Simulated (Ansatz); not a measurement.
# BBrClH3Si: basis-set convergence

An exercise on one series of results from a longer session: the logs are not shown, and one member is left open.

Method: one geometry, several basis sets; program: Ansatz 0.2.0, Gaussian basis.

The runs, in order: PBE0-D4/def2-SVP; ωB97M-V/def2-SVP; PBE0-D4/def2-QZVPP; ωB97M-V/def2-QZVPP; the functionals' def2-TZVPP values are taken from earlier runs.

## Structure used throughout

All runs share one geometry, relaxed beforehand with PBE0-D4 in a triple-zeta def2 set.

SMILES `B[SiH](Cl)Br`, 7 atoms, charge 0, spin multiplicity 1.

Atoms are counted from 1 here; the program's logs count them from 0.

Bond lengths: B1–Si2 1.948 Å, B1–H5 1.192 Å, B1–H6 1.191 Å, Si2–Cl3 2.039 Å, Si2–Br4 2.291 Å, Si2–H7 1.477 Å. Angles: Si2–B1–H5 118.8°, Si2–B1–H6 118.8°, H5–B1–H6 122.4°, B1–Si2–Cl3 122.6°, B1–Si2–Br4 71.8°, B1–Si2–H7 126.9°, Cl3–Si2–Br4 111.2°, Cl3–Si2–H7 107.4°, Br4–Si2–H7 107.2°.

Set-up of the first run:

in.yaml

```yaml
crystal:
  periodic: [false, false, false]
  atoms:
    - {symbol: B, position_ang: [-0.371952, 1.042599, 0.287199]}
    - {symbol: Si, position_ang: [0.590964, -0.631199, 0.031438]}
    - {symbol: Cl, position_ang: [1.875714, -0.934430, -1.522350]}
    - {symbol: Br, position_ang: [-1.583660, -0.951074, -0.614880]}
    - {symbol: H, position_ang: [-0.917981, 1.236734, 1.328917]}
    - {symbol: H, position_ang: [-0.426117, 1.816701, -0.616425]}
    - {symbol: H, position_ang: [0.894132, -1.647333, 1.060301]}
basis:
  gaussian: {orbitals: def2-SVP}
hamiltonian: {xc: pbe0, dispersion: d4}
output: {orbitals: {seedname: orbitals}}
```

Run with:

```
ansatz run in.yaml --threads 2 --pin off --events-out ev --progress --plain --max-ram 4352MiB
```

Among the steps run: PBE0-D4 in def2-SVP; ωB97M-V in def2-SVP; PBE0-D4 in def2-QZVPP; ωB97M-V in def2-QZVPP.

One table of the session follows, with a row left open; its other results are not shown here.

It belongs to the step «Density functionals: the series». 

| functional | basis | HOMO (eV) | LUMO (eV) |
| --- | --- | --- | --- |
| PBE0-D4 | def2-SVP | -8.12 | -1.49 |
| PBE0-D4 | def2-TZVPP | -8.15 | -1.63 |
| PBE0-D4 | def2-QZVPP | -8.16 | -1.67 |
| ωB97M-V | def2-SVP | -10.17 | 0.53 |
| ωB97M-V | def2-TZVPP | ? | ? |
| ωB97M-V | def2-QZVPP | -10.24 | 0.12 |

Q: Estimate the row for ωB97M-V, def2-TZVPP from the others.

As computed: HOMO (eV): -10.23; LUMO (eV): 0.23. In the column «HOMO (eV)» it lies between ωB97M-V, def2-QZVPP (-10.24) and ωB97M-V, def2-SVP (-10.17).
